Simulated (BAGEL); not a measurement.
# CH3BrSi (SMILES C[Si]Br) at RI-MP2/cc-pVDZ (density fitting with qzvpp-jkfit)

What is the energy change on altering one bond length of CH3BrSi at RI-MP2/cc-pVDZ (density fitting with qzvpp-jkfit)? 

The results are computed with BAGEL 1.2.2.

3 further runs of the same task are left out: 2 that didn't finish, 1 set aside as unsound or not needed. Runs told in other sessions of the task aren't counted.

## 1. The molecule

CH3BrSi has 6 atoms, charge 0, and is taken as a singlet. SMILES: `C[Si]Br`. The shape is that of a PBE0-D4/def2-TZVP optimisation.

Bond lengths: C1–Si2 1.888 Å, Si2–Br3 2.264 Å, C1–H4 1.096 Å, C1–H5 1.093 Å, C1–H6 1.095 Å. Angles: C1–Si2–Br3 98.3°, Si2–C1–H4 110.1°, Si2–C1–H5 111.1°, Si2–C1–H6 110.6°, H4–C1–H5 108.9°, H4–C1–H6 106.8°, H5–C1–H6 109.1°.

## 2. A single-point energy at RI-MP2/cc-pVDZ (density fitting with qzvpp-jkfit)

input.json

```json
{ "bagel" : [

{
  "title" : "molecule",
  "basis" : "cc-pvdz.json",
  "df_basis" : "qzvpp-jkfit",
  "angstrom" : true,
  "geometry" : [
    { "atom" : "C", "xyz" : [   -0.433600,    0.379100,   -0.206800 ] },
    { "atom" : "Si", "xyz" : [    0.012600,   -0.760500,    1.231000 ] },
    { "atom" : "Br", "xyz" : [    1.998300,   -1.515000,    0.446600 ] },
    { "atom" : "H", "xyz" : [    0.332000,    1.154200,   -0.325800 ] },
    { "atom" : "H", "xyz" : [   -1.402000,    0.859000,   -0.043400 ] },
    { "atom" : "H", "xyz" : [   -0.465200,   -0.180900,   -1.147800 ] }
  ]
},
{
  "title" : "hf"
},
{
  "title" : "mp2",
  "ncore" : 15
}

]}
```

The basis set cc-pVDZ is read from a file made from the Basis Set Exchange's data (not shown).

Started as:

```sh
$ BAGEL_NUM_THREADS=1 BAGEL input.json > input.out
```

The log of the run:

```text
* using 1 threads per process

  ===============================================================
  ===============================================================

  *** Geometry ***

  { "atom" : "C", "xyz" : [     -0.819385,      0.716395,     -0.390795 ] },
  { "atom" : "Si", "xyz" : [      0.023811,     -1.437137,      2.326253 ] },
  { "atom" : "Br", "xyz" : [      3.776240,     -2.862935,      0.843952 ] },
  { "atom" : "H", "xyz" : [      0.627389,      2.181122,     -0.615673 ] },
  { "atom" : "H", "xyz" : [     -2.649396,      1.623275,     -0.082014 ] },
  { "atom" : "H", "xyz" : [     -0.879101,     -0.341851,     -2.169028 ] },

  Number of auxiliary basis functions:      523

  Since a DF basis is specified, we compute 2- and 3-index integrals:
    o Being stored without compression. Storage requirement is 0.023 GB

  Number of basis functions:       74
  Number of electrons      :       58

    * METHOD: MOLECULE                             0.23

  *** RHF ***

  === Nuclear Repulsion ===
   207.7225896496

      * DIIS with orbital gradients will be used.

  === RHF iteration (cc-pvdz.json) ===
      0      -2900.83293342          0.01333106           0.07
      1      -2900.92286526          0.00679533           0.07
      2      -2900.94245855          0.00133651           0.07
      3      -2900.94423988          0.00021615           0.07
      4      -2900.94429871          0.00008679           0.07
      5      -2900.94430942          0.00002850           0.07
      6      -2900.94431047          0.00000782           0.07
      7      -2900.94431056          0.00000278           0.07
      8      -2900.94431057          0.00000101           0.07
      9      -2900.94431058          0.00000033           0.07
     10      -2900.94431058          0.00000009           0.07
     11      -2900.94431058          0.00000003           0.07
     12      -2900.94431058          0.00000001           0.07
     13      -2900.94431058          0.00000000           0.07
    * SCF iteration converged.

    * Permanent dipole moment:
           (    0.677281,    -0.537820,     0.199197) a.u.

    * METHOD: HF                                   1.13

  *** RHF ***

  === Nuclear Repulsion ===
   207.7225896496

      * DIIS with orbital gradients will be used.

  === RHF iteration (cc-pvdz.json) ===
      0      -2900.94431058          0.00000000           0.07
    * SCF iteration converged.

    * Permanent dipole moment:
           (    0.677281,    -0.537820,     0.199197) a.u.

  === DF-MP2 calculation ===

    * freezing 15 orbitals
    * 3-index integral transformation done
    * assembly done

      MP2 correlation energy:   -0.3527589657      0.03

      MP2 total energy:       -2901.2970695425

    * METHOD: MP2                                  0.17

  ===============================================================
```

Run time: 1.7 s. Hardware: 1 thread of Arm Neoverse V2, shared host; peak memory 0.12 GiB.

## 3. The distorted shape

input.json

```json
{ "bagel": [

{
  "title": "molecule",
  "basis": "cc-pvdz.json",
  "df_basis": "qzvpp-jkfit",
  "angstrom": true,
  "geometry": [
    { "atom": "C", "xyz": [       0.341097,      -0.004809,      -0.337516 ] },
    { "atom": "Si", "xyz": [       0.787297,      -1.144409,       1.100284 ] },
    { "atom": "Br", "xyz": [       2.772997,      -1.898909,       0.315884 ] },
    { "atom": "H", "xyz": [       1.106697,       0.770291,      -0.456516 ] },
    { "atom": "H", "xyz": [      -1.402000,       0.859000,      -0.043400 ] },
    { "atom": "H", "xyz": [       0.309497,      -0.564809,      -1.278516 ] }
  ]
},

{ "title": "hf" },

{ "title": "mp2", "ncore": 15 }

]}
```

The basis set cc-pVDZ is read from a file made from the Basis Set Exchange's data (not shown).

Started as:

```sh
$ BAGEL_NUM_THREADS=1 BAGEL input.json > input.out
```

The log of the run:

```text
* using 1 threads per process

  ===============================================================
  ===============================================================

  *** Geometry ***

  { "atom" : "C", "xyz" : [      0.644580,     -0.009088,     -0.637813 ] },
  { "atom" : "Si", "xyz" : [      1.487776,     -2.162620,      2.079235 ] },
  { "atom" : "Br", "xyz" : [      5.240205,     -3.588418,      0.596934 ] },
  { "atom" : "H", "xyz" : [      2.091354,      1.455639,     -0.862690 ] },
  { "atom" : "H", "xyz" : [     -2.649396,      1.623275,     -0.082014 ] },
  { "atom" : "H", "xyz" : [      0.584865,     -1.067334,     -2.416045 ] },

  Number of auxiliary basis functions:      523

  Since a DF basis is specified, we compute 2- and 3-index integrals:
    o Being stored without compression. Storage requirement is 0.023 GB

  Number of basis functions:       74
  Number of electrons      :       58

    * METHOD: MOLECULE                             0.23

  *** RHF ***

  === Nuclear Repulsion ===
   204.8759463564

      * DIIS with orbital gradients will be used.

  === RHF iteration (cc-pvdz.json) ===
      0      -2900.67441900          0.01357899           0.07
      1      -2900.76224092          0.00940433           0.07
      2      -2900.80107603          0.00157593           0.07
      3      -2900.80365972          0.00029093           0.07
      4      -2900.80376450          0.00009949           0.07
      5      -2900.80378024          0.00003692           0.07
      6      -2900.80378257          0.00001275           0.07
      7      -2900.80378292          0.00000515           0.07
      8      -2900.80378297          0.00000196           0.07
      9      -2900.80378298          0.00000077           0.07
     10      -2900.80378298          0.00000020           0.07
     11      -2900.80378298          0.00000008           0.07
     12      -2900.80378298          0.00000003           0.07
     13      -2900.80378298          0.00000001           0.07
     14      -2900.80378298          0.00000000           0.07
    * SCF iteration converged.

    * Permanent dipole moment:
           (    0.180643,    -0.243167,     0.205544) a.u.

    * METHOD: HF                                   1.26

  *** RHF ***

  === Nuclear Repulsion ===
   204.8759463564

      * DIIS with orbital gradients will be used.

  === RHF iteration (cc-pvdz.json) ===
      0      -2900.80378298          0.00000000           0.07
    * SCF iteration converged.

    * Permanent dipole moment:
           (    0.180643,    -0.243167,     0.205544) a.u.

  === DF-MP2 calculation ===

    * freezing 15 orbitals
    * 3-index integral transformation done
    * assembly done

      MP2 correlation energy:   -0.3638663853      0.03

      MP2 total energy:       -2901.1676493654

    * METHOD: MP2                                  0.17

  ===============================================================
```

Wall time 1.8 s (1 thread of Arm Neoverse V2, shared host); peak memory 0.12 GiB.

## 4. Summary of results

Level: RI-MP2/cc-pVDZ (density fitting with qzvpp-jkfit), 15 core orbitals frozen.

| quantity | value |
| --- | --- |
| first shape: total energy | -2901.29707 Eh |
| first shape: correlation energy (15 core orbitals frozen) | -352.8 mEh |
| distorted shape: total energy | -2901.16765 Eh |
| distorted shape: correlation energy (15 core orbitals frozen) | -363.9 mEh |
| energy change with the C1–H5 bond stretched from 1.093 to 1.968 Å | 3.522 eV |

What this shows: One bond (distorted shape) is far stretched, which a spin-restricted single reference describes badly; perturbation theory on it can break down and give far too much correlation. With the C1–H5 bond stretched from 1.093 to 1.968 Å the energy rises by 3.52 eV (340 kJ/mol). The first shape isn't relaxed at this level, so the change isn't measured from a minimum. A restricted reference can't describe the breaking bond well at this length.
